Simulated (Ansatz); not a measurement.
**NH₂Br (triplet): wave-function methods side by side at distance Br1–H2 along a hydrogen transfer = 2.144 Å, cc-pVTZ**

One table from this session's results is given with a row withheld; the runs are named, their logs left out.

Method: cc-pVTZ, core rule «outside noble gas», up to 15 orbitals frozen; program: Ansatz 0.2.0, Gaussian basis.

To be run: UHF; CCSD(T) on ROHF; CCSD(T) on UHF; BCCD(T) on ROHF; CCSDT(Q) on ROHF; CCSDT(Q) on UHF; CASSCF and NEVPT2, 4 electrons in 4 orbitals; CASSCF and NEVPT2, 14 electrons in 10 orbitals.

### The system

The geometry derives from fragments relaxed apart (PBE0/def2-TZVP) and kept rigid, so it is no stationary point. A hydrogen atom is moved between rigid fragments. No spin-orbit coupling is included. The filled d shell of Br may be among the frozen orbitals whatever the setting's name suggests; the logs give the count.

4 atoms, charge 0, spin multiplicity 3.

Atoms are counted from 1 here; the program's logs count them from 0.

Bond lengths: H2–N3 1.040 Å, N3–H4 1.040 Å. Angles: H2–N3–H4 105.0°.

Coordinates:

```csv
atom,x (Å),y (Å),z (Å)
Br1,-2.1953,0.2511,0.0000
H2,-0.0513,0.2511,0.0000
N3,0.9887,0.2511,0.0000
H4,1.2578,-0.7532,0.0000
```

Set-up of the first run:

in.yaml

```yaml
crystal:
  periodic: [false, false, false]
  atoms:
    - {symbol: Br, position_ang: [-2.195270, 0.251057, 0.000000]}
    - {symbol: H, position_ang: [-0.051270, 0.251057, 0.000000]}
    - {symbol: N, position_ang: [0.988730, 0.251057, 0.000000]}
    - {symbol: H, position_ang: [1.257811, -0.753170, 0.000000]}
basis:
  gaussian: {orbitals: cc-pVTZ}
magnetization: {spin_polarized: true, initial_magnetization: 2}
hamiltonian: {xc: hf}
output: {orbitals: {seedname: orbitals}}
```

Run with:

```bash
$ ansatz run in.yaml --threads 1 --pin off --events-out ev --progress --plain --max-ram 2816MiB --backend cpu
```

Among the steps run: UHF; CCSD(T) on ROHF; CCSD(T) on UHF; BCCD(T) on ROHF; CCSDT(Q) on ROHF; CCSDT(Q) on UHF; CASSCF and NEVPT2, 4 electrons in 4 orbitals; CASSCF and NEVPT2, 14 electrons in 10 orbitals.

One of the session's tables, all rows but one given; the rest of the session is left out.

| method | from UCCSDT(Q) (meV) |
| --- | --- |
| ROHF | +10481.0 |
| UHF | +10191.5 |
| RMP2 | +1317.3 |
| UMP2 | ? |
| RCCSD | +358.3 |
| UCCSD | +349.4 |
| RCCSD(T) | +42.8 |
| UCCSD(T) | +40.5 |
| BCCD(T) | +42.8 |
| RCCSDT | +15.0 |
| UCCSDT | +11.2 |
| RCCSDT(Q) | +4.2 |
| UCCSDT(Q) | 0 |
| CASSCF pair | +9901.8 |
| NEVPT2 pair | +1353.5 |
| CASSCF valence | +9072.9 |
| NEVPT2 valence | +1907.1 |

**Question.** Estimate the row for UMP2.

The run gave: from UCCSDT(Q) (meV): +1351.1. In the column «from UCCSDT(Q) (meV)» it lies between RMP2 (+1317.3) and NEVPT2 pair (+1353.5).

Limits of these values: Restricted and unrestricted rows rest on different reference determinants; where their highest levels disagree by more than a few hundredths of an eV, they describe different states and don't form one ladder.
